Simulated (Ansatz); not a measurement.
**CH₅BSSi: up Jacob's ladder to CCSD(T)**

One table from this session's results is given with a row withheld; the runs are named, their logs left out.

Method: functionals in def2-TZVPP, the program's frozen cores in correlated methods; program: Ansatz 0.2.0, Gaussian basis.

Plan: LDA (SPW92), PBE-D4, revPBE-D4, BLYP-D4, r2SCAN-D4, B97M-V, PBE0-D4, B3LYP-D4, r2SCANh-D4, r2SCAN0-D4, HSE06-D4, BHLYP-D4, CAM-B3LYP-D4, LC-ωPBE, ωB97X-V, ωB97M-V, B2PLYP, PBE-QIDH; CCSD(T)/def2-SVP; CCSD(T)/def2-TZVPP; MP2/def2-QZVPP; extrapolation to the limit; RPA on PBE.

1 further run of the same task is left out (it didn't finish).

## The geometry

The geometry comes from an earlier relaxation with PBE0-D4 in a triple-zeta def2 set; it is a stationary point, not always the lowest conformer.

SMILES `C[SiH]1BS1`, 9 atoms, charge 0, spin multiplicity 1.

Atoms are counted from 1 here; the program's logs count them from 0.

Bond lengths: C1–Si2 1.864 Å, C1–H5 1.091 Å, C1–H6 1.094 Å, C1–H7 1.092 Å, Si2–B3 1.931 Å, Si2–S4 2.172 Å, Si2–H8 1.484 Å, B3–S4 1.770 Å, B3–H9 1.185 Å. Angles: Si2–C1–H5 110.6°, Si2–C1–H6 109.9°, Si2–C1–H7 111.0°, H5–C1–H6 108.4°, H5–C1–H7 108.8°, H6–C1–H7 108.0°, C1–Si2–B3 125.6°, C1–Si2–S4 116.2°, C1–Si2–H8 111.9°, B3–Si2–S4 50.7°, B3–Si2–H8 121.7°, S4–Si2–H8 112.4°, Si2–B3–S4 71.7°, Si2–B3–H9 156.3°, S4–B3–H9 132.0°, Si2–S4–B3 57.6°.

The first run:

File in.yaml:

```yaml
crystal:
  periodic: [false, false, false]
  atoms:
    - {symbol: C, position_ang: [-0.467593, 1.367558, -0.015481]}
    - {symbol: Si, position_ang: [0.214297, -0.287679, -0.533463]}
    - {symbol: B, position_ang: [0.871448, -1.656192, 0.659488]}
    - {symbol: S, position_ang: [-0.808574, -2.035654, 0.251648]}
    - {symbol: H, position_ang: [-0.682505, 1.376863, 1.054127]}
    - {symbol: H, position_ang: [0.262244, 2.153750, -0.227910]}
    - {symbol: H, position_ang: [-1.384327, 1.600781, -0.561501]}
    - {symbol: H, position_ang: [0.423488, -0.364860, -2.000935]}
    - {symbol: H, position_ang: [1.660120, -2.200966, 1.356726]}
basis:
  gaussian: {orbitals: def2-TZVPP}
hamiltonian: {xc: lda}
output: {orbitals: {seedname: orbitals}}
```

Steps of the session up to this table: LDA; PBE-D4 (GGA); revPBE-D4 (GGA); BLYP-D4 (GGA); r2SCAN-D4 (meta-GGA); B97M-V (meta-GGA); PBE0-D4 (hybrid); B3LYP-D4 (hybrid); r2SCANh-D4 (hybrid); r2SCAN0-D4 (hybrid); HSE06-D4 (hybrid); BHLYP-D4 (hybrid); CAM-B3LYP-D4 (range-separated); LC-ωPBE (range-separated); ωB97X-V (range-separated); ωB97M-V (range-separated); B2PLYP (double hybrid); PBE-QIDH (double hybrid).

One table of the session follows, with a row left open; its other results are not shown here.

It belongs to the step «Frontier levels by functional». 

```
  functional  HOMO (eV)  LUMO (eV)  gap (eV)
 LDA (SPW92)      -6.04      -2.78      3.26
      PBE-D4      -5.92      -2.56      3.37
   revPBE-D4      -5.88      -2.47      3.41
     BLYP-D4      -5.77      -2.36      3.42
   r2SCAN-D4      -6.13      -2.33      3.80
      B97M-V      -6.16      -2.32      3.85
     PBE0-D4          ?          ?         ?
    B3LYP-D4      -6.79      -1.79      5.00
  r2SCANh-D4      -6.52      -2.00      4.53
  r2SCAN0-D4      -7.12      -1.51      5.61
    HSE06-D4      -6.60      -2.02      4.58
    BHLYP-D4      -7.94      -0.57      7.37
CAM-B3LYP-D4      -8.25      -0.48      7.77
     LC-ωPBE      -9.55       0.60     10.15
     ωB97X-V      -9.22       0.53      9.75
     ωB97M-V      -9.03       0.36      9.40
```

**Question.** Estimate the row for PBE0-D4.

As computed: HOMO (eV): -7.00; LUMO (eV): -1.64; gap (eV): 5.36. In the column «HOMO (eV)» it lies between r2SCAN0-D4 (-7.12) and B3LYP-D4 (-6.79).
